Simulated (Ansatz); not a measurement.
# C2H6AlGeN: basis-set convergence

One table from this session's results is given with a row withheld; the runs are named, their logs left out.

The runs use Ansatz 0.2.0, Gaussian basis; one geometry, several basis sets.

Plan: PBE0-D4/def2-SVP; ωB97M-V/def2-SVP; PBE0-D4/def2-QZVPP; ωB97M-V/def2-QZVPP; the functionals' def2-TZVPP values are taken from earlier runs.

## The relaxed structure

An earlier PBE0-D4 in a triple-zeta def2 set relaxation fixed the geometry.

SMILES `[CH3][GeH2][AlH][C]#N`, 11 atoms, charge 0, spin multiplicity 1.

Atoms are counted from 1 here; the program's logs count them from 0.

Bond lengths: C1–Ge2 1.960 Å, C1–H6 1.090 Å, C1–H7 1.090 Å, C1–H8 1.090 Å, Ge2–Al3 2.469 Å, Ge2–H9 1.545 Å, Ge2–H10 1.544 Å, Al3–C4 1.945 Å, Al3–H11 1.579 Å, C4–N5 1.155 Å. Angles: Ge2–C1–H6 110.2°, Ge2–C1–H7 110.3°, Ge2–C1–H8 110.0°, H6–C1–H7 108.5°, H6–C1–H8 109.0°, H7–C1–H8 108.9°, C1–Ge2–Al3 112.9°, C1–Ge2–H9 109.5°, C1–Ge2–H10 109.8°, Al3–Ge2–H9 108.5°, Al3–Ge2–H10 109.8°, H9–Ge2–H10 106.1°, Ge2–Al3–C4 115.9°, Ge2–Al3–H11 128.9°, C4–Al3–H11 115.3°, Al3–C4–N5 176.5°.

The first run:

in.yaml

```yaml
crystal:
  periodic: [false, false, false]
  atoms:
    - {symbol: C, position_ang: [-1.076839, 0.055393, -1.409223]}
    - {symbol: Ge, position_ang: [-0.020091, -1.161738, -0.293950]}
    - {symbol: Al, position_ang: [1.069725, -0.021431, 1.606041]}
    - {symbol: C, position_ang: [1.011413, 1.922943, 1.575700]}
    - {symbol: N, position_ang: [0.942126, 3.072966, 1.496961]}
    - {symbol: H, position_ang: [-0.447974, 0.861403, -1.787785]}
    - {symbol: H, position_ang: [-1.887472, 0.494145, -0.827101]}
    - {symbol: H, position_ang: [-1.502673, -0.488336, -2.252989]}
    - {symbol: H, position_ang: [1.072774, -1.832592, -1.156579]}
    - {symbol: H, position_ang: [-0.916111, -2.306371, 0.227070]}
    - {symbol: H, position_ang: [1.820624, -0.653382, 2.842455]}
basis:
  gaussian: {orbitals: def2-SVP}
hamiltonian: {xc: pbe0, dispersion: d4}
output: {orbitals: {seedname: orbitals}}
```

Started as:

```bash
> ansatz run in.yaml --threads 4 --pin off --events-out ev --progress --plain --max-ram 10444MiB
```

Among the steps run: PBE0-D4 in def2-SVP; ωB97M-V in def2-SVP; PBE0-D4 in def2-QZVPP; ωB97M-V in def2-QZVPP.

One table of the session follows, with a row left open; its other results are not shown here.

It belongs to the step «Density functionals: the series». 

```
functional       basis  HOMO (eV)  LUMO (eV)
   PBE0-D4    def2-SVP      -7.86      -2.57
   PBE0-D4  def2-TZVPP      -7.91      -2.63
   PBE0-D4  def2-QZVPP      -7.91      -2.63
   ωB97M-V    def2-SVP          ?          ?
   ωB97M-V  def2-TZVPP      -9.91      -0.93
   ωB97M-V  def2-QZVPP      -9.91      -0.97
```

**Question.** Estimate the row for ωB97M-V, def2-SVP.

As computed: HOMO (eV): -9.83; LUMO (eV): -0.83. In the column «HOMO (eV)» it lies between ωB97M-V, def2-QZVPP (-9.91) and PBE0-D4, def2-TZVPP (-7.91).
